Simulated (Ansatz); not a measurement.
**ClF₂H₃SiSn: one species, many methods**

How much do the methods differ for ClF₂H₃SiSn? The plan is to run it at one geometry with functionals of several rungs and with coupled cluster. The yardstick is the atomisation energy at the CCSD(T) limit.

Computed with Ansatz 0.2.0, Gaussian basis. Level: functionals in def2-TZVPP, the program's frozen cores in correlated methods.

Levels to be run: LDA (SPW92), PBE-D4, revPBE-D4, BLYP-D4, r2SCAN-D4, B97M-V, PBE0-D4, B3LYP-D4, r2SCANh-D4, r2SCAN0-D4, HSE06-D4, BHLYP-D4, CAM-B3LYP-D4, LC-ωPBE, ωB97X-V, ωB97M-V, B2PLYP, PBE-QIDH; CCSD(T)/def2-SVP; CCSD(T)/def2-TZVPP; MP2/def2-QZVPP; extrapolation to the limit; RPA on PBE.

### 1 The relaxed structure

All runs share one geometry, relaxed beforehand with PBE0-D4 in a triple-zeta def2 set. Sn takes the def2 core potential; no spin-orbit term is included.

SMILES `[F][Sn]([F])([SiH3])[Cl]`, 8 atoms, charge 0, spin multiplicity 1.

Atoms are counted from 1 here; the program's logs count them from 0.

Bond lengths: F1–Sn2 1.907 Å, Sn2–F3 1.907 Å, Sn2–Si4 2.563 Å, Sn2–Cl5 2.304 Å, Si4–H6 1.480 Å, Si4–H7 1.480 Å, Si4–H8 1.480 Å. Angles: F1–Sn2–F3 102.4°, F1–Sn2–Si4 112.7°, F1–Sn2–Cl5 105.1°, F3–Sn2–Si4 112.6°, F3–Sn2–Cl5 105.1°, Si4–Sn2–Cl5 117.5°, Sn2–Si4–H6 106.9°, Sn2–Si4–H7 106.6°, Sn2–Si4–H8 106.6°, H6–Si4–H7 112.2°, H6–Si4–H8 112.2°, H7–Si4–H8 112.0°.

### 2 LDA

This LDA is Slater exchange with PW92 correlation.

File in.yaml:

```yaml
crystal:
  periodic: [false, false, false]
  atoms:
    - {symbol: F, position_ang: [1.750692, 0.213131, -1.883186]}
    - {symbol: Sn, position_ang: [0.869468, 0.675623, -0.256508]}
    - {symbol: F, position_ang: [2.287654, 0.594992, 1.015845]}
    - {symbol: Si, position_ang: [-1.056254, -0.917713, 0.311280]}
    - {symbol: Cl, position_ang: [0.371186, 2.915471, -0.459239]}
    - {symbol: H, position_ang: [-0.482663, -2.280688, 0.371018]}
    - {symbol: H, position_ang: [-1.594796, -0.480012, 1.618433]}
    - {symbol: H, position_ang: [-2.053088, -0.777804, -0.773642]}
basis:
  gaussian: {orbitals: def2-TZVPP}
hamiltonian: {xc: lda}
output: {orbitals: {seedname: orbitals}}
```

After this run come: PBE-D4 (GGA); revPBE-D4 (GGA); BLYP-D4 (GGA); r2SCAN-D4 (meta-GGA); B97M-V (meta-GGA); PBE0-D4 (hybrid); B3LYP-D4 (hybrid); r2SCANh-D4 (hybrid); r2SCAN0-D4 (hybrid); HSE06-D4 (hybrid); BHLYP-D4 (hybrid); CAM-B3LYP-D4 (range-separated); LC-ωPBE-D4 (range-separated); ωB97X-V (range-separated); ωB97M-V (range-separated); B2PLYP (double hybrid); PBE-QIDH (double hybrid); CCSD(T) in def2-SVP; CCSD(T) in def2-TZVPP; MP2 in def2-QZVPP; RPA on PBE orbitals.

Before running them: what should the planned runs give, taken together? Wanted: atomisation energy, CCSD(T)/CBS; farthest beyond LDA; mean size of error, GGA; mean size of error, meta-GGA; mean size of error, hybrid; mean size of error, range-separated; mean size of error, double hybrid; gap, smallest and largest; T1 diagnostic.

**Answer**, as computed:

```
                               quantity                                      value
        atomisation energy, CCSD(T)/CBS                             582.9 kcal/mol
functionals within 5.8 kcal/mol (1.0 %)         PBE-D4, r2SCAN-D4, B97M-V, ωB97X-V
                    farthest beyond LDA                  BHLYP-D4 (-31.5 kcal/mol)
                mean size of error, GGA                              11.1 kcal/mol
           mean size of error, meta-GGA                               3.5 kcal/mol
             mean size of error, hybrid                              18.7 kcal/mol
    mean size of error, range-separated                               7.5 kcal/mol
      mean size of error, double hybrid                              18.4 kcal/mol
              gap, smallest and largest  4.77 eV (LDA (SPW92)), 11.92 eV (LC-ωPBE)
                          T1 diagnostic                                     0.0139
triples share of the correlation energy                                      3.2 %
```

**Reading.** The LDA atomisation energy is off by 76.4 kcal/mol (13 %): it overbinds. PBE-D4 is off by -2.6 kcal/mol. Double hybrids carry the basis error of their MP2 part in triple zeta, and no dispersion term here, so their miss is partly the set-up's. By mean error the best rung here is meta-GGA (3.5 kcal/mol) and the worst beyond LDA is hybrid (18.7 kcal/mol). The mean of the hybrids holds BHLYP, with half exact exchange. The reference freezes the cores and leaves out spin-orbit coupling and excitations past (T), and its outer-core shells are covered unevenly, so misses under about 5.8 kcal/mol can't be ranked. All levels share the lack of spin-orbit coupling, which lowers the free heavy atoms and so the true binding. Hartree-Fock recovers 70 % of the binding; the rest is correlation. CCSD(T) in def2-SVP is off by -58.6 kcal/mol, more than most functionals: a good method in a small basis is no reference. The gap grows from 4.8 to 11.9 eV across the functionals, mostly with the share of exact exchange. Correlated methods include outer-core shells of Sn, which these sets cover unevenly.
